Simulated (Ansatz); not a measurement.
SiF:

```
Si F
1.0
     3.02860    0.00000    0.00000
     0.00000    3.02860    0.00000
     0.00000    0.00000    3.02860
Si F
1 1
Direct
  0.50000 0.50000 0.50000
  0.00000 0.00000 0.00000
```

The cell was built by a generator and needn't be a form met in nature.

* Program: Ansatz 0.2.0
* Task: relaxation of cell and atoms
* Functional: HF
* Potentials or basis: Ansatz PAW
* Cutoff: 420 eV (not typed: the program's choice for these potentials)
* k mesh: 5 × 5 × 5
* Occupations: fermi-dirac, width 0.05 eV
* Spin: no spin polarisation

At the start: volume 13.89 Å³/atom.

Question: Where does the relaxation end?

Answer: It ends after 6 steps and the volume is 15.49 Å³/atom (+11.5 %); space group Pm-3m (No. 221, to 0.05 Å).

Step by step:
```tsv
step	energy change (eV)	largest force (eV/Å)	volume (Å³)
1	0.0000	0.0000	27.78
2	-0.1599	0.0000	31.11
3	-0.1603	0.0000	30.88
4	-0.1617	0.0000	30.88
5	-0.1618	0.0000	30.97
6	-0.1618	0.0000	30.97
```

Final structure:
```cif
data_structure
_symmetry_space_group_name_H-M 'P 1'
_symmetry_Int_Tables_number 1
_cell_length_a 3.1405
_cell_length_b 3.1405
_cell_length_c 3.1405
_cell_angle_alpha 90.000
_cell_angle_beta 90.000
_cell_angle_gamma 90.000
_cell_volume 30.97
loop_
_atom_site_label
_atom_site_type_symbol
_atom_site_fract_x
_atom_site_fract_y
_atom_site_fract_z
_atom_site_occupancy
Si1 Si 0.50000 0.50000 0.50000 1
F1 F 0.00000 0.00000 0.00000 1
```

Caveat: the k mesh is coarse (spacing up to 0.41 Å⁻¹), so the values aren't converged, least of all with exact exchange; the plane-wave basis is chosen anew once the cell has moved, so the energies of steps on either side of that aren't comparable; an odd number of electrons without spin polarisation forces a metal; a magnetic or distorted state may lie lower; the PAW data sets come from PBE, with cores solved anew for the run's functional, which leaves a small shift of forces and pressure.
